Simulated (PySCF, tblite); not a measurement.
# C₃H₉PSSi: geometry, infrared bands and NMR shifts

What infrared bands and NMR shifts should C₃H₉PSSi (`[SiH3][C@@H]1CC[P@H]1=S`) show?

Programs: tblite 0.8.0 and PySCF 2.14.0, with density-fitted response routines of our own. Each step states its level of theory. These are calculated values for one molecule in the gas phase, unless marked as measured. Atoms count from 0, in the outputs and in this text.

### 1 Starting geometry

15 atoms, charge 0, multiplicity 1; geometry from: force field or distance geometry start.

Bonds of the start (Å): Si0–C1 1.86, C1–C2 1.49, C2–C3 1.54, C3–P4 1.80, P4–S5 1.70, P4–C1 1.81, Si0–H6 1.46, Si0–H7 1.48, Si0–H8 1.46, C1–H9 1.12, C2–H10 1.12, C2–H11 1.10, C3–H12 1.13, C3–H13 1.09, P4–H14 1.40.

### 2 Geometry optimisation with GFN2-xTB

What the job is given:

```
{"job": {"kind": "relax", "xc": "GFN2-xTB", "basis": "xTB"}, "charge": 0, "multiplicity": 1}
Si     2.014900    -0.495000     0.125300
C      0.215900    -0.183300     0.478400
C     -0.774700    -0.912800    -0.361400
C     -1.764700     0.197700     0.028900
P     -0.410300     1.338700    -0.269700
S     -0.334200     2.727800     0.705500
H      2.256300    -1.747800    -0.574600
H      2.694300    -0.590600     1.441000
H      2.589200     0.670100    -0.552000
H     -0.091500    -0.235500     1.552100
H     -0.570000    -0.780900    -1.452100
H     -1.085600    -1.919800    -0.044400
H     -1.966300     0.156700     1.144300
H     -2.645800     0.284800    -0.609900
H     -0.132100     1.498000    -1.633200
```

Command:

```
$ OMP_NUM_THREADS=1 python probes_run.py task.json out
```

This one command runs all jobs of the session in turn.

**Question.** This job is followed by: GFN2-xTB harmonic vibrations, gas phase; GIAO PBE0/pcSseg-1 NMR shielding, non-relativistic, gas phase. What will the session give for the following? strongest single infrared mode (GFN2-xTB); zero-point energy (GFN2-xTB); 13C shifts against TMS (PBE0/pcSseg-1); 1H shifts against TMS (PBE0/pcSseg-1, means over atoms taken as alike); 29Si shifts against TMS (PBE0/pcSseg-1); 31P shifts against H3PO4 (PBE0/pcSseg-1); 33S shifts against CS2 (PBE0/pcSseg-1); surface potential, 1st and 99th percentile.

The runs gave:

| quantity | value |
| --- | --- |
| strongest single infrared mode (GFN2-xTB) | 783 cm⁻¹, 436 km/mol |
| zero-point energy (GFN2-xTB) | 66.9 kcal/mol |
| 13C shifts against TMS (PBE0/pcSseg-1) | 44.8, 37.2, 19.2 ppm |
| 1H shifts against TMS (PBE0/pcSseg-1, means over atoms taken as alike) | 7.24, 3.93, 2.71, 2.60, 2.21, 2.13, 1.67 ppm |
| 29Si shifts against TMS (PBE0/pcSseg-1) | -69.8 ppm |
| 31P shifts against H3PO4 (PBE0/pcSseg-1) | 9.7 ppm |
| 33S shifts against CS2 (PBE0/pcSseg-1) | -165 ppm |
| surface potential, 1st and 99th percentile | -1.27 V and 1.26 V |

**Reading.** The optimisation took 126 steps and gained 2.796 eV; among the close pairs (by a distance rule), P4–S5 changed most, from 1.699 to 1.927 Å. No mode is imaginary among the 39: a minimum at this level. The strongest single mode, at 783 cm⁻¹, moves mainly H8 and H6. GFN2-xTB is a fitted tight-binding method: band positions and strengths are rough. Its intensities can rank the bands wrongly. At PBE0/pcSseg-1: The widest tensor belongs to P4: span 300 ppm, with a paramagnetic part of -654 ppm.
